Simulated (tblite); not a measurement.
# C12H6S9Sn6: the cost of one run

Computed with tblite 0.8.0 and PySCF 2.14.0 and routines of our own; the level stands in each step. Atoms count from 0.

## 1. The system as given

33 atoms, charge 0, multiplicity 1; geometry from: force field, distance geometry or constructed start.

## 2. Optimising the geometry with GFN2-xTB

Job settings and geometry (Å):

```
{"job": {"kind": "relax", "xc": "GFN2-xTB", "basis": "xTB"}, "charge": 0, "multiplicity": 1}
Sn     2.285400    -0.001800     1.973400
Sn    -1.143500     1.977600     1.968100
Sn    -1.135100    -1.977300     1.976000
Sn     2.279800     0.004400    -1.981200
Sn    -1.141300     1.973800    -1.971600
Sn    -1.143600    -1.975500    -1.977600
S      0.906700     1.572000     3.137300
S      0.910000    -1.567600     3.142100
S     -1.810500    -0.002100     3.140200
S      3.623600    -0.000800     0.001600
S     -1.815300     3.139400    -0.002100
S      0.904100     1.568300    -3.140600
S     -1.816600    -3.139900     0.005000
S      0.908800    -1.570900    -3.143300
S     -1.815400     0.005100    -3.140400
C      3.903900     0.000600     3.388800
C      4.817300     0.001900     4.172500
H      5.615900    -0.003400     4.863500
C     -1.953500     3.384300     3.385000
C     -2.405700     4.172500     4.174300
H     -2.810800     4.868300     4.866000
C     -1.953800    -3.381000     3.382300
C     -2.405100    -4.167000     4.178200
H     -2.812700    -4.868800     4.863000
C      3.906300     0.002600    -3.381600
C      4.810800    -0.000900    -4.169100
H      5.617700     0.002300    -4.865200
C     -1.953500     3.383100    -3.381300
C     -2.407900     4.172000    -4.173600
H     -2.807400     4.864900    -4.861100
C     -1.949300    -3.381900    -3.383600
C     -2.410400    -4.170300    -4.171400
H     -2.809500    -4.864400    -4.866400
```

On the command line:

```
$ OMP_NUM_THREADS=2 python large_run.py task.json out
```

One launch serves the whole session: the jobs run in the order shown.

Q: Estimate the wall time and peak memory of this first job on 2 threads of Arm Neoverse N1, shared host.

About 13 s, with a peak of 0.17 GiB.
